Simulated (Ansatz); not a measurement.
**GeH2O (singlet): B2PLYP, RPA-PBE over vertical spin and charge gaps and displaced geometries, cc-pVDZ**

How well do these functionals follow the top wave-function level for GeH2O (singlet) over vertical spin and charge gaps and displaced geometries?

Computed with Ansatz 0.2.0, Gaussian basis. Level: cc-pVDZ, all electrons in the functionals, frozen cores in the correlation of double hybrids and RPA.

Plan: B2PLYP, RPA-PBE, at charge 0, singlet; charge 0, triplet; charge 1, doublet; displaced geometry v1; displaced geometry v2.

23 further runs of the same task are left out: 9 for a known fault of the program, 6 that didn't finish, 8 set aside as unsound or not needed.

## (1) The geometry

The geometry is a PBE0/def2-TZVP stationary point (not a proven minimum). No spin-orbit coupling is included. The filled d shell of Ge may be among the frozen orbitals whatever the setting's name suggests; the logs give the count.

4 atoms, charge 0, spin multiplicity 1.

Atoms are counted from 1 here; the program's logs count them from 0.

Bond lengths: Ge1–O2 1.791 Å, Ge1–H3 1.599 Å, O2–H4 0.961 Å. Angles: O2–Ge1–H3 92.3°, Ge1–O2–H4 111.5°.

Coordinates:

```csv
atom,x (Å),y (Å),z (Å)
Ge1,0.0000,-0.0451,0.3362
O2,0.0000,0.1518,-1.4436
H3,0.0000,1.5359,0.5766
H4,0.0000,-0.6985,-1.8920
```

No dispersion term is added.

The geometry shown and the zero of energy belong to the point charge 0, singlet. The yardstick, RCCSDT(Q), and other wave-function levels (R restricted, U unrestricted, valence and pair active spaces) come from earlier runs.

## (2) B2PLYP, charge 0, singlet

Input file in.yaml:

```yaml
crystal:
  periodic: [false, false, false]
  atoms:
    - {symbol: Ge, position_ang: [0.000000, -0.045054, 0.336205]}
    - {symbol: O, position_ang: [0.000000, 0.151798, -1.443563]}
    - {symbol: H, position_ang: [0.000000, 1.535873, 0.576619]}
    - {symbol: H, position_ang: [0.000000, -0.698502, -1.891995]}
basis:
  gaussian: {orbitals: cc-pVDZ}
hamiltonian: {xc: {name: B2PLYP}}
correlation: {electrons: outside_noble_gas}
```

The run is started by

```
> ansatz run in.yaml --threads 1 --pin off --events-out ev --progress --plain --max-ram 2393MiB
```

The log of the run:

```text
Functional definition: B2PLYP
  name "B2PLYP"
  cite "Grimme, J. Chem. Phys. 124, 034108 (2006) doi:10.1063/1.2148954"
  cite "Becke, Phys. Rev. A 38, 3098 (1988) doi:10.1103/PhysRevA.38.3098"
  cite "Lee, Yang & Parr, Phys. Rev. B 37, 785 (1988) doi:10.1103/PhysRevB.37.785"
  parameter a = 0.53
  parameter c = 0.27
  exchange = (1 - a)*b88_x + a*exact_x
  correlation = (1 - c)*lyp_c + c*(mp2_os + mp2_ss)
542 factors; integrals over basis functions are off by at most 1.4e-3 eV
mean field evaluation 1: about -58577.5732 eV, gradient 4.3e1 eV
mean field evaluation 2: about -58577.6512 eV, gradient 4.3e1 eV
mean field evaluation 4: about -58581.0582 eV, gradient 3.5e0 eV
mean field evaluation 8: about -58581.0997 eV, gradient 9.8e-2 eV
mean field evaluation 16: about -58581.0998 eV, gradient 5.7e-5 eV
mean field -58581.09978754 eV, -2152.8157094964 hartree, gradient 2.3e-6 eV, S^2 0.000000; 0 other end points of the search recorded, 0 dependent functions left out
15 core orbitals not correlated: weight in the atoms' cores, before any rotation towards them, 0.993 or more for the frozen orbitals, at most 0.010 for the correlated occupied ones
reference -58581.09990062 eV, -2152.8157136522 hartree; 6, 6 occupied and 30, 30 virtual orbitals, 542 factors
second order -9.30157180 eV of doubles, -0.00000000 eV of singles
Total energy: -58583.61132501 eV, -2152.9080067960 hartree
```

Wall time 1.6 s (1 thread of Arm Neoverse V2, shared host).

## (3) B2PLYP, charge 0, triplet

in.yaml, as its differences from that of step 2:

```diff
@@ -9,2 +9,3 @@
   gaussian: {orbitals: cc-pVDZ}
+magnetization: {spin_polarized: true, initial_magnetization: 2}
 hamiltonian: {xc: {name: B2PLYP}}
```

The command is unchanged.

The log of the run (excerpt; [...] marks lines left out):

```text
Functional definition: B2PLYP
  name "B2PLYP"
  cite "Grimme, J. Chem. Phys. 124, 034108 (2006) doi:10.1063/1.2148954"
  cite "Becke, Phys. Rev. A 38, 3098 (1988) doi:10.1103/PhysRevA.38.3098"
  cite "Lee, Yang & Parr, Phys. Rev. B 37, 785 (1988) doi:10.1103/PhysRevB.37.785"
[...]
543 factors; integrals over basis functions are off by at most 1.4e-3 eV
[...]
mean field -58579.03476850 eV, -2152.7398214467 hartree, gradient 7.2e-6 eV, S^2 2.008712; 1 other end points of the search recorded, 0 dependent functions left out
15 core orbitals not correlated: weight in the atoms' cores, before any rotation towards them, 0.989 or more for the frozen orbitals, at most 0.010 for the correlated occupied ones
reference -58579.03488247 eV, -2152.7398256347 hartree; 7, 5 occupied and 29, 31 virtual orbitals, 543 factors
second order -8.74249455 eV of doubles, -0.00000000 eV of singles
Total energy: -58581.39535600 eV, -2152.8265714369 hartree
```

Run time: 2.4 s. Hardware: 1 thread of Arm Neoverse V2, shared host.

From the report: ⟨S²⟩ of the determinant 2.009 (pure triplet: 2.00).

From charge 0, singlet: +51.1 kcal/mol.

## (4) B2PLYP, charge 1, doublet

in.yaml, as its differences from that of step 3:

```diff
@@ -9,3 +9,4 @@
   gaussian: {orbitals: cc-pVDZ}
-magnetization: {spin_polarized: true, initial_magnetization: 2}
+total_charge: 1
+magnetization: {spin_polarized: true, initial_magnetization: 1}
 hamiltonian: {xc: {name: B2PLYP}}
```

Launched as before.

The log of the run (excerpt; [...] marks lines left out):

```text
Functional definition: B2PLYP
  name "B2PLYP"
  cite "Grimme, J. Chem. Phys. 124, 034108 (2006) doi:10.1063/1.2148954"
  cite "Becke, Phys. Rev. A 38, 3098 (1988) doi:10.1103/PhysRevA.38.3098"
  cite "Lee, Yang & Parr, Phys. Rev. B 37, 785 (1988) doi:10.1103/PhysRevB.37.785"
[...]
542 factors; integrals over basis functions are off by at most 1.4e-3 eV
[...]
mean field -58572.17149221 eV, -2152.4876006948 hartree, gradient 7.5e-6 eV, S^2 0.766740; 2 other end points of the search recorded, 0 dependent functions left out
15 core orbitals not correlated: weight in the atoms' cores, before any rotation towards them, 0.996 or more for the frozen orbitals, at most 0.007 for the correlated occupied ones
reference -58572.17160417 eV, -2152.4876048094 hartree; 6, 5 occupied and 30, 31 virtual orbitals, 542 factors
second order -8.99280508 eV of doubles, -0.00000000 eV of singles
Total energy: -58574.59966154 eV, -2152.5768342720 hartree
```

It took 3.2 s on 1 thread of Arm Neoverse V2, shared host.

From the report: ⟨S²⟩ of the determinant 0.767 (pure doublet: 0.75).

From charge 0, singlet: +207.8 kcal/mol.

## (5) B2PLYP, displaced geometry v1

Input file in.yaml:

```yaml
crystal:
  periodic: [false, false, false]
  atoms:
    - {symbol: Ge, position_ang: [0.000242, -0.042466, 0.339038]}
    - {symbol: O, position_ang: [-0.000591, 0.138243, -1.451883]}
    - {symbol: H, position_ang: [0.047373, 1.581628, 0.525686]}
    - {symbol: H, position_ang: [-0.055404, -0.715561, -1.913126]}
basis:
  gaussian: {orbitals: cc-pVDZ}
hamiltonian: {xc: {name: B2PLYP}}
correlation: {electrons: outside_noble_gas}
```

The command is unchanged.

The log of the run (excerpt; [...] marks lines left out):

```text
Functional definition: B2PLYP
  name "B2PLYP"
  cite "Grimme, J. Chem. Phys. 124, 034108 (2006) doi:10.1063/1.2148954"
  cite "Becke, Phys. Rev. A 38, 3098 (1988) doi:10.1103/PhysRevA.38.3098"
  cite "Lee, Yang & Parr, Phys. Rev. B 37, 785 (1988) doi:10.1103/PhysRevB.37.785"
[...]
543 factors; integrals over basis functions are off by at most 1.2e-3 eV
[...]
mean field -58581.08119008 eV, -2152.8150260525 hartree, gradient 2.6e-6 eV, S^2 0.000000; 0 other end points of the search recorded, 0 dependent functions left out
15 core orbitals not correlated: weight in the atoms' cores, before any rotation towards them, 0.994 or more for the frozen orbitals, at most 0.009 for the correlated occupied ones
reference -58581.08130409 eV, -2152.8150302421 hartree; 6, 6 occupied and 30, 30 virtual orbitals, 543 factors
second order -9.34412311 eV of doubles, -0.00000000 eV of singles
Total energy: -58583.60421733 eV, -2152.9077455936 hartree
```

Run time: 1.6 s. Hardware: 1 thread of Arm Neoverse V2, shared host.

From charge 0, singlet: +0.2 kcal/mol.

## (6) B2PLYP, displaced geometry v2

Input file in.yaml:

```yaml
crystal:
  periodic: [false, false, false]
  atoms:
    - {symbol: Ge, position_ang: [0.030136, -0.045382, 0.333881]}
    - {symbol: O, position_ang: [-0.134738, 0.159844, -1.434293]}
    - {symbol: H, position_ang: [-0.058117, 1.511495, 0.577708]}
    - {symbol: H, position_ang: [0.024991, -0.778150, -1.872692]}
basis:
  gaussian: {orbitals: cc-pVDZ}
hamiltonian: {xc: {name: B2PLYP}}
correlation: {electrons: outside_noble_gas}
```

Same command.

The log of the run (excerpt; [...] marks lines left out):

```text
Functional definition: B2PLYP
  name "B2PLYP"
  cite "Grimme, J. Chem. Phys. 124, 034108 (2006) doi:10.1063/1.2148954"
  cite "Becke, Phys. Rev. A 38, 3098 (1988) doi:10.1103/PhysRevA.38.3098"
  cite "Lee, Yang & Parr, Phys. Rev. B 37, 785 (1988) doi:10.1103/PhysRevB.37.785"
[...]
543 factors; integrals over basis functions are off by at most 1.4e-3 eV
[...]
mean field -58580.90534447 eV, -2152.8085638454 hartree, gradient 2.9e-6 eV, S^2 0.000000; 0 other end points of the search recorded, 0 dependent functions left out
15 core orbitals not correlated: weight in the atoms' cores, before any rotation towards them, 0.993 or more for the frozen orbitals, at most 0.010 for the correlated occupied ones
reference -58580.90546091 eV, -2152.8085681245 hartree; 6, 6 occupied and 30, 30 virtual orbitals, 543 factors
second order -9.49448378 eV of doubles, -0.00000000 eV of singles
Total energy: -58583.46897153 eV, -2152.9027754022 hartree
```

Run time: 1.5 s. Hardware: 1 thread of Arm Neoverse V2, shared host.

From charge 0, singlet: +3.3 kcal/mol.

## (7) RPA-PBE, charge 0, singlet

Input file in.yaml:

```yaml
crystal:
  periodic: [false, false, false]
  atoms:
    - {symbol: Ge, position_ang: [0.000000, -0.045054, 0.336205]}
    - {symbol: O, position_ang: [0.000000, 0.151798, -1.443563]}
    - {symbol: H, position_ang: [0.000000, 1.535873, 0.576619]}
    - {symbol: H, position_ang: [0.000000, -0.698502, -1.891995]}
basis:
  gaussian: {orbitals: cc-pVDZ}
hamiltonian: {xc: {name: PBE}}
correlation: {method: rpa, electrons: outside_noble_gas}
```

Launched as before.

The log of the run (excerpt; [...] marks lines left out):

```text
Functional definition: PBE
  name "PBE"
  cite "Perdew, Burke & Ernzerhof, Phys. Rev. Lett. 77, 3865 (1996) doi:10.1103/PhysRevLett.77.3865"
  parent pbe
[...]
542 factors; integrals over basis functions are off by at most 1.4e-3 eV
[...]
mean field -58585.96075944 eV, -2152.9943469189 hartree, gradient 1.8e-6 eV, S^2 0.000000; 0 other end points of the search recorded, 0 dependent functions left out
15 core orbitals not correlated: weight in the atoms' cores, before any rotation towards them, 0.986 or more for the frozen orbitals, at most 0.018 for the correlated occupied ones
reference -58540.42810153 eV, -2151.3210526037 hartree; 6, 6 occupied and 30, 30 virtual orbitals, 542 factors
Total energy: -58552.72182974 eV, -2151.7728387825 hartree
```

It took 1.5 s on 1 thread of Arm Neoverse V2, shared host.

## (8) RPA-PBE, charge 0, triplet

in.yaml, as its differences from that of step 7:

```diff
@@ -9,2 +9,3 @@
   gaussian: {orbitals: cc-pVDZ}
+magnetization: {spin_polarized: true, initial_magnetization: 2}
 hamiltonian: {xc: {name: PBE}}
```

Same command.

The log of the run (excerpt; [...] marks lines left out):

```text
Functional definition: PBE
  name "PBE"
  cite "Perdew, Burke & Ernzerhof, Phys. Rev. Lett. 77, 3865 (1996) doi:10.1103/PhysRevLett.77.3865"
  parent pbe
[...]
543 factors; integrals over basis functions are off by at most 1.4e-3 eV
[...]
mean field -58583.83318190 eV, -2152.9161598865 hartree, gradient 6.8e-6 eV, S^2 2.001939; 2 other end points of the search recorded, 0 dependent functions left out
15 core orbitals not correlated: weight in the atoms' cores, before any rotation towards them, 0.982 or more for the frozen orbitals, at most 0.017 for the correlated occupied ones
reference -58538.73517445 eV, -2151.2588386812 hartree; 7, 5 occupied and 29, 31 virtual orbitals, 543 factors
Total energy: -58550.50208636 eV, -2151.6912647179 hartree
```

It took 2.9 s on 1 thread of Arm Neoverse V2, shared host.

From the report: ⟨S²⟩ of the determinant 2.002 (pure triplet: 2.00).

From charge 0, singlet: +51.2 kcal/mol.

## (9) RPA-PBE, charge 1, doublet

in.yaml, as its differences from that of step 8:

```diff
@@ -9,3 +9,4 @@
   gaussian: {orbitals: cc-pVDZ}
-magnetization: {spin_polarized: true, initial_magnetization: 2}
+total_charge: 1
+magnetization: {spin_polarized: true, initial_magnetization: 1}
 hamiltonian: {xc: {name: PBE}}
```

Launched as before.

The log of the run (excerpt; [...] marks lines left out):

```text
Functional definition: PBE
  name "PBE"
  cite "Perdew, Burke & Ernzerhof, Phys. Rev. Lett. 77, 3865 (1996) doi:10.1103/PhysRevLett.77.3865"
  parent pbe
[...]
542 factors; integrals over basis functions are off by at most 1.4e-3 eV
[...]
mean field -58576.99578234 eV, -2152.6648900874 hartree, gradient 2.9e-6 eV, S^2 0.753985; 0 other end points of the search recorded, 0 dependent functions left out
15 core orbitals not correlated: weight in the atoms' cores, before any rotation towards them, 0.992 or more for the frozen orbitals, at most 0.011 for the correlated occupied ones
reference -58531.84139885 eV, -2151.0054971007 hartree; 6, 5 occupied and 30, 31 virtual orbitals, 542 factors
Total energy: -58543.68585171 eV, -2151.4407727150 hartree
```

Run time: 1.9 s. Hardware: 1 thread of Arm Neoverse V2, shared host.

From the report: ⟨S²⟩ of the determinant 0.754 (pure doublet: 0.75).

From charge 0, singlet: +208.4 kcal/mol.

## (10) RPA-PBE, displaced geometry v1

Input file in.yaml:

```yaml
crystal:
  periodic: [false, false, false]
  atoms:
    - {symbol: Ge, position_ang: [0.000242, -0.042466, 0.339038]}
    - {symbol: O, position_ang: [-0.000591, 0.138243, -1.451883]}
    - {symbol: H, position_ang: [0.047373, 1.581628, 0.525686]}
    - {symbol: H, position_ang: [-0.055404, -0.715561, -1.913126]}
basis:
  gaussian: {orbitals: cc-pVDZ}
hamiltonian: {xc: {name: PBE}}
correlation: {method: rpa, electrons: outside_noble_gas}
```

The command is unchanged.

The log of the run (excerpt; [...] marks lines left out):

```text
Functional definition: PBE
  name "PBE"
  cite "Perdew, Burke & Ernzerhof, Phys. Rev. Lett. 77, 3865 (1996) doi:10.1103/PhysRevLett.77.3865"
  parent pbe
[...]
543 factors; integrals over basis functions are off by at most 1.2e-3 eV
[...]
mean field -58585.97336563 eV, -2152.9948101877 hartree, gradient 9.0e-6 eV, S^2 0.000000; 0 other end points of the search recorded, 0 dependent functions left out
15 core orbitals not correlated: weight in the atoms' cores, before any rotation towards them, 0.988 or more for the frozen orbitals, at most 0.016 for the correlated occupied ones
reference -58540.38219684 eV, -2151.3193656375 hartree; 6, 6 occupied and 30, 30 virtual orbitals, 543 factors
Total energy: -58552.72530047 eV, -2151.7729663296 hartree
```

Wall time 1.4 s (1 thread of Arm Neoverse V2, shared host).

From charge 0, singlet: -0.1 kcal/mol.

## (11) RPA-PBE, displaced geometry v2

Input file in.yaml:

```yaml
crystal:
  periodic: [false, false, false]
  atoms:
    - {symbol: Ge, position_ang: [0.030136, -0.045382, 0.333881]}
    - {symbol: O, position_ang: [-0.134738, 0.159844, -1.434293]}
    - {symbol: H, position_ang: [-0.058117, 1.511495, 0.577708]}
    - {symbol: H, position_ang: [0.024991, -0.778150, -1.872692]}
basis:
  gaussian: {orbitals: cc-pVDZ}
hamiltonian: {xc: {name: PBE}}
correlation: {method: rpa, electrons: outside_noble_gas}
```

Launched as before.

The log of the run (excerpt; [...] marks lines left out):

```text
Functional definition: PBE
  name "PBE"
  cite "Perdew, Burke & Ernzerhof, Phys. Rev. Lett. 77, 3865 (1996) doi:10.1103/PhysRevLett.77.3865"
  parent pbe
[...]
543 factors; integrals over basis functions are off by at most 1.4e-3 eV
[...]
mean field -58585.85698612 eV, -2152.9905333196 hartree, gradient 5.9e-7 eV, S^2 0.000000; 0 other end points of the search recorded, 0 dependent functions left out
15 core orbitals not correlated: weight in the atoms' cores, before any rotation towards them, 0.987 or more for the frozen orbitals, at most 0.017 for the correlated occupied ones
reference -58540.15442875 eV, -2151.3109953146 hartree; 6, 6 occupied and 30, 30 virtual orbitals, 543 factors
Total energy: -58552.61281289 eV, -2151.7688324872 hartree
```

It took 1.4 s on 1 thread of Arm Neoverse V2, shared host.

From charge 0, singlet: +2.5 kcal/mol.

## (12) Against the wave-function levels

The yardstick is RCCSDT(Q), where the cluster series has nearly closed. It comes from earlier runs at the same points. Energies in kcal/mol, counted from charge 0, singlet; blanks weren't run or aren't comparable.

```csv
level,singlet to triplet,ionisation to the doublet cation,displacement v1,displacement v2
RCCSDT(Q),50.0,206.1,0.2,3.2
B2PLYP,51.1,207.8,0.2,3.3
RPA-PBE,51.2,208.4,-0.1,2.5
```

Largest miss and mean time a point (RCCSDT(Q) took 16 s a point; shared hosts):

```csv
level,largest miss (kcal/mol),where,time a point
B2PLYP,+1.7,ionisation to the doublet cation,2.1 s
RPA-PBE,+2.3,ionisation to the doublet cation,1.8 s
```

## (13) Results

| quantity | value |
| --- | --- |
| singlet to triplet, RCCSDT(Q) | 50.0 kcal/mol |
| ionisation to the doublet cation, RCCSDT(Q) | 206.1 kcal/mol |
| displacement v1, RCCSDT(Q) | 0.2 kcal/mol |
| displacement v2, RCCSDT(Q) | 3.2 kcal/mol |
| largest miss, B2PLYP | +1.7 kcal/mol (ionisation to the doublet cation) |
| largest miss, RPA-PBE | +2.3 kcal/mol (ionisation to the doublet cation) |

Of the functionals, B2PLYP keep the smallest largest miss at the points compared (at most 1.7 kcal/mol) and RPA-PBE strays most (2.3 kcal/mol, at ionisation to the doublet cation). Functionals and the yardstick converge differently with the basis, so part of each miss in cc-pVDZ is the basis.
